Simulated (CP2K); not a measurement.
# SnH3 (SMILES [SnH3]), run twice

Aim: a single-point energy of SnH3 at PM6.

The calculation is run with CP2K 2026.2.

2 further runs of the same task are left out: 2 set aside as unsound or not needed.

## 1. The molecule

The species is SnH3 (4 atoms), meant as a doublet with charge 0. As SMILES, `[SnH3]`. Geometry: relaxed at PBE0-D4/def2-TZVP.

Bond lengths: Sn1–H2 1.715 Å, Sn1–H3 1.715 Å, Sn1–H4 1.715 Å. Angles: H2–Sn1–H3 109.6°, H2–Sn1–H4 109.6°, H3–Sn1–H4 109.6°.

## 2. The input as first written

File calc.inp:

```
&GLOBAL
    PROJECT calc
    RUN_TYPE ENERGY
    PRINT_LEVEL MEDIUM
&END
&FORCE_EVAL
    METHOD Quickstep
    &DFT
        CHARGE 0
        MULTIPLICITY 2
        SPIN_POLARIZED T
        &QS
            METHOD PM6
            EPS_DEFAULT 1.0E-10
            &SE
                &COULOMB
                    CUTOFF [angstrom] 50
                    RC_RANGE [angstrom] 0
                &END
                &EXCHANGE
                    CUTOFF [angstrom] 50
                    RC_RANGE [angstrom] 0
                &END
            &END
        &END
        &POISSON
            PERIODIC NONE
            POISSON_SOLVER ANALYTIC
        &END
        &SCF
            SCF_GUESS ATOMIC
            EPS_SCF 1.0E-07
            MAX_SCF 61
            &DIAGONALIZATION
                ALGORITHM STANDARD
            &END
            &MIXING
                METHOD DIRECT_P_MIXING
                ALPHA 0.4
            &END
        &END
        &PRINT
            &MOMENTS
                PERIODIC F
                REFERENCE COM
                MAX_MOMENT 1
            &END
            &MO ON
                ENERGIES T
                OCCUPATION_NUMBERS T
                NDIGITS 6
                &EACH
                    QS_SCF 0
                &END
                ADD_LAST NUMERIC
            &END
            &HIRSHFELD OFF
            &END
        &END
    &END
    &SUBSYS
        &CELL
            ABC [angstrom] 18.2 17.2 17.5
            PERIODIC NONE
        &END
        &COORD
            Sn     9.415100     8.969000     7.993300
            H     10.190100     9.191600     9.506700
            H      8.009900     8.008400     8.201000
            H      8.209900     8.008400     8.201000
        &END
    &END
&END
```

Launch:

```bash
$ OMP_NUM_THREADS=1 cp2k.psmp -i calc.inp -o calc.out
```

The program printed:

```text
CP2K| version string:                                       CP2K version 2026.2
[...]
 GLOBAL| Method name                                                        CP2K
[...]
 GLOBAL| Run type                                                         ENERGY
[...]
                             - Atoms:                                          4
[...]
                             - Spherical basis functions:                      7
[...]
 *** WARNING in particle_methods.F:720 :: The distance between the atoms 3 ***
 *** and 4 is only 0.200 angstrom and thus smaller than the threshold of   ***
 *** 0.500 angstrom                                                        ***
[...]
 Number of electrons:                                                          4
[...]
     1 P_Mix/Diag. 0.40E+00    0.0     0.45174529       366.0577154039  3.66E+02
[...]
    22 DIIS/Diag.  0.69E-07    0.0     0.00000010       364.2595802139  0.00E+00
  *** SCF run converged in    22 steps ***
  Core-core repulsion energy [eV]:                          10146.32614585939882
  Core Hamiltonian energy [eV]:                              -167.66449362405660
  Two-electron integral energy [eV]:                         -133.30878321454890
  Electronic energy [eV]:                                    -234.31888523133105
  Total energy [eV]:                                         9912.00726062806825
  Atomic reference energy [eV]:                               114.98924471824208
  Heat of formation [kcal/mol]:                            231228.05084197811084
[...]
 SE_DIPOLE| Moment [Debye]          2.10342953       2.04368407      -2.68424879
 SE_DIPOLE| Derivative [a.u.]       0.00000000       0.00000000       0.00000000
 ENERGY| Total FORCE_EVAL ( QS ) energy [hartree]            364.259580213884476
[...]
```

It took 1.5 s on 1 thread of Intel Xeon Platinum 8259CL at 2.50GHz (Skylake/Cascade Lake), shared host; peak memory 0.19 GiB.

## 3. Reading the log

The program ended normally, but the settings are unsound, so its numbers aren't properties of the molecule.

What is wrong: two atoms lie on top of or far too near each other. As the program read them, the closest atoms are 0.20 Å apart, against 1.71 Å in the sound input.

## 4. Second attempt

File molecule.inp:

```
&GLOBAL
   PROJECT molecule
   RUN_TYPE ENERGY
   PRINT_LEVEL MEDIUM
&END

&FORCE_EVAL
   METHOD QS
   &DFT
      CHARGE 0
      MULTIPLICITY 2
      SPIN_POLARIZED T
      &QS
         METHOD PM6
         EPS_DEFAULT 1.0E-10
         &SE
            &COULOMB
               CUTOFF [angstrom] 50
               RC_RANGE [angstrom] 0
            &END
            &EXCHANGE
               CUTOFF [angstrom] 50
               RC_RANGE [angstrom] 0
            &END
         &END
      &END
      &POISSON
         PERIODIC NONE
         POISSON_SOLVER ANALYTIC
      &END
      &SCF
         SCF_GUESS ATOMIC
         EPS_SCF 1.0E-07
         MAX_SCF 80
         &DIAGONALIZATION
            ALGORITHM STANDARD
         &END
         &MIXING
            METHOD DIRECT_P_MIXING
            ALPHA 0.4
         &END
      &END
      &PRINT
         &MOMENTS
            PERIODIC F
            REFERENCE COM
            MAX_MOMENT 1
         &END
         &MO ON
            ENERGIES T
            OCCUPATION_NUMBERS T
            NDIGITS 6
            &EACH
               QS_SCF 0
            &END
            ADD_LAST NUMERIC
         &END
         &HIRSHFELD OFF
         &END
      &END
   &END
   &SUBSYS
      &CELL
         ABC [angstrom] 18.2 18.5 18.2
         PERIODIC NONE
      &END
      &COORD
         Sn     9.415100     8.968250     8.670600
         H     10.190100     9.190850    10.184000
         H      8.009900     8.007650     8.878300
         H      8.980000    10.492350     8.016000
      &END
   &END
&END
```

Launch:

```bash
$ OMP_NUM_THREADS=1 cp2k.psmp -i molecule.inp -o molecule.out
```

The program printed:

```text
CP2K| version string:                                       CP2K version 2026.2
[...]
 GLOBAL| Method name                                                        CP2K
[...]
 GLOBAL| Run type                                                         ENERGY
[...]
                             - Atoms:                                          4
[...]
                             - Spherical basis functions:                      7
[...]
 Number of electrons:                                                          4
[...]
     1 P_Mix/Diag. 0.40E+00    0.0     0.45104052        -2.6426758068 -2.64E+00
[...]
    21 DIIS/Diag.  0.63E-07    0.0     0.00000009        -4.1256202403 -1.86E-13
  *** SCF run converged in    21 steps ***
  Core-core repulsion energy [eV]:                            102.35575710303607
  Core Hamiltonian energy [eV]:                              -157.55482810834914
  Two-electron integral energy [eV]:                         -114.12953000234559
  Electronic energy [eV]:                                    -214.61959310952193
  Total energy [eV]:                                         -112.26383600648587
  Atomic reference energy [eV]:                               114.98924471824208
  Heat of formation [kcal/mol]:                                62.84942293847619
[...]
 SE_DIPOLE| Moment [Debye]          0.58005176      -0.42798654      -0.58069792
 SE_DIPOLE| Derivative [a.u.]       0.00000000       0.00000000       0.00000000
 ENERGY| Total FORCE_EVAL ( QS ) energy [hartree]             -4.125620240347941
[...]
```

Wall time 1.2 s (1 thread of Intel Xeon Platinum 8259CL at 2.50GHz (Skylake/Cascade Lake), shared host); peak memory 0.19 GiB.

## 5. Outcome

At PM6:

```
                          quantity          value
                      total energy    -4.12562 Eh
                     dipole moment         0.93 D
HOMO energy (highest over α and β)       -7.50 eV
                 heat of formation  62.8 kcal/mol
```

What this shows: The first attempt's energy was +10024.272 eV off this one.
